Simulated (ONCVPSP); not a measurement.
**An ONCV potential for nickel, from input to tests**

Task: generate the file, and judge it by its errors in other configurations, its logarithmic derivatives, its ghosts and its cutoff.

Program: ONCVPSP 4.0.1.1 (patched build). Reference atom: PBE, scalar-relativistic, spherical and spin-unpolarised. All values are calculated.

## (1) The atom and the settings

Typed settings, in words:

| Item | Value |
| --- | --- |
| element | nickel (Ni, Z = 28) |
| type | optimised norm-conserving Vanderbilt (ONCV) |
| frozen core | [Ar] |
| valence charge | 10 |
| reference configuration | 3d8 4s2 |
| partial waves | 4s: rc 2.05 bohr, ncon 5, nbas 8, qcut 3.2 1/bohr, 1 projector; p scattering state at 0.25 Ha: rc 1.60 bohr, ncon 4, nbas 9, qcut 4.8 1/bohr, 2 projectors, debl 1.6 Ha; 3d: rc 1.55 bohr, ncon 4, nbas 8, qcut 10.1 1/bohr, 2 projectors, debl 1.4 Ha; f scattering state at 0.04 Ha: rc 2.20 bohr, ncon 4, nbas 7, qcut 4.7 1/bohr, 2 projectors, debl 2.1 Ha |
| local potential | polynomial inside 1.55 bohr (lpopt 2, dvloc0 6 Ha) |
| core correction | Teter function, fcfact 1.75, rcfact 1.55 |

The outer shells as boxes (Hund's rule for the drawing; the calculation is spin-unpolarised):

```
[Ar] core
3d [↑↓][↑↓][↑↓][↑ ][↑ ]
4s [↑↓]
```

The nodes and maxima of the atom's own shells, from an earlier all-electron run, set the scale for the radii.

All-electron outer shells of the reference configuration (PBE, scalar-relativistic, ld1.x):

```json
{"shell": "3p", "level (eV)": "-71.39", "outermost node (bohr)": "0.27", "outermost maximum (bohr)": "0.65"}
{"shell": "3d", "level (eV)": "-8.87", "outermost node (bohr)": "–", "outermost maximum (bohr)": "0.63"}
{"shell": "4s", "level (eV)": "-5.64", "outermost node (bohr)": "0.92", "outermost maximum (bohr)": "2.24"}
{"shell": "4p", "level (eV)": "-1.22", "outermost node (bohr)": "1.00", "outermost maximum (bohr)": "3.17"}
```

## (2) Generating the potential

Ni.dat

```
# ATOM AND REFERENCE CONFIGURATION
# atsym  z   nc   nv     iexc    psfile
  Ni 28.00    5    2        4      upf
#
#   n    l    f
    1    0    2.00
    2    0    2.00
    2    1    6.00
    3    0    2.00
    3    1    6.00
    3    2    8.00
    4    0    2.00
#
# PSEUDOPOTENTIAL AND OPTIMIZATION
# lmax
    3
#
#   l,   rc,      ep,       ncon, nbas, qcut
    0    2.05    0.00    5    8    3.20
    1    1.60    0.25    4    9    4.80
    2    1.55    0.00    4    8   10.10
    3    2.20    0.04    4    7    4.70
#
# LOCAL POTENTIAL
# lloc, lpopt,  rc(5),   dvloc0
    4    2    1.55    6.00
#
# VANDERBILT-KLEINMAN-BYLANDER PROJECTORs
# l, nproj, debl
    0    1    2.70
    1    2    1.60
    2    2    1.40
    3    2    2.10
#
# MODEL CORE CHARGE
# icmod, fcfact, rcfact
    3    1.75    1.55
#
# LOG DERIVATIVE ANALYSIS
# epsh1, epsh2, depsh
   -2.00    5.00    0.02
#
# OUTPUT GRID
# rlmax, drl
    6.00    0.01
#
# TEST CONFIGURATIONS
# ncnf
    4
# nvcnf
#   n    l    f
    2
    3    2    8.00
    4    0    1.00
#
    2
    3    2    8.00
    4    0    0.00
#
    2
    3    2    7.00
    4    0    0.00
#
    3
    3    2    8.00
    4    0    0.00
    4    1    2.00
#
```

Started as:

```console
$ oncvpsp.x < Ni.dat > Ni.out
```

Before running it: what results should come out? Wanted: cutoffs for 1 and 0.1 mHa per electron, occupied waves; bound ghosts; GHOST(+) flags; largest test error; largest phase difference near zero energy, channels read; rms error of d²Exc/dn², without and with the model core.

**Answer**, as computed:

| quantity | value |
| --- | --- |
| cutoffs for 1 and 0.1 mHa per electron, occupied waves | 42 Ha and 46 Ha |
| bound ghosts | p at -25.67 eV |
| GHOST(+) flags | none at low energy |
| largest test error (AE − PS) | +91 meV, for 3d7 4s0 |
| largest phase difference near zero energy, channels read | 0.016 rad |
| rms error of d²Exc/dn², without and with the model core | 8.76 and 3.78 mHa |

In words: It has a bound ghost (p), a state that the atom doesn't have, and that rules the file out. By total energies transferability is fair: the largest error is 91 meV on 64.1 eV, for 3d7 4s0. That test lies far up in energy; among those under 40 eV, nearer to bonding, the largest error is 32 meV. By its cutoff, 42 Ha for the looser tolerance, it is hard. At the looser tolerance the 3d wave is the slowest; 4s needs 5 Ha. That counts occupied waves only; other projectors can need more. Near zero energy the phases of the channels with partial waves agree within 0.016 rad. The pseudo curves have a pole with no partner nearby in the atom's: p at -0.91 Ha. These are tests on the free atom; a crystal test is still owed.
